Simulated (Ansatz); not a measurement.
# BrFH: the cost of one run

Method: the levels named in each step, in Ansatz 0.2.0.

## 1. The system as given

Bond lengths: F1–H3 0.932 Å.

As a file:

```xyz
3

F    -2.4533    0.6502   -1.3593
Br    0.6057   -0.1646    0.3482
H    -1.7738    0.7913   -1.9821
```

## 2. A rough first relaxation, PBE-D4/def2-SVP

This run stands in another session on the same molecule. It ended at:

```xyz
3

F    -2.1926    0.5602   -1.1499
Br    0.1302   -0.0057   -0.0176
H    -1.5590    0.7223   -1.8257
```

## 3. Relaxation, PBE0-D4/def2-TZVPP

This run stands in another session on the same molecule. It ended at:

```xyz
3

F    -2.1607    0.5692   -1.1867
Br    0.3372   -0.0915    0.1934
H    -1.7979    0.7991   -1.9999
```

## 4. Relaxation, CCSD(T)/cc-pV(T+d)Z

File input.yaml:

```yaml
crystal:
  periodic: [false, false, false]
  atoms:
    - { symbol: F, position_ang: [-2.1607407, 0.56924454, -1.18669575] }
    - { symbol: Br, position_ang: [0.33719976, -0.09146364, 0.19337277] }
    - { symbol: H, position_ang: [-1.79786907, 0.7990691, -1.99988702] }
magnetization:
  spin_polarized: true
  initial_magnetization: 1
basis:
  gaussian: { orbitals: "cc-pV(T+d)Z.json" }
correlation:
  method: ccsd_t
scf:
  omitted_lower_state_checks: [cluster_reference]
relax:
  f_tol: 0.002
  max_steps: 40
```

The run is started by

```
> ansatz run input.yaml --threads 4 --pin off --max-ram 10240MiB --backend cpu --events-out ev --progress --plain --runs-dir out
```

What time and memory should one allow on 4 threads of AMD EPYC 9R45 (Zen 5), shared host?

About 3.8 min, with a peak of 0.82 GiB.
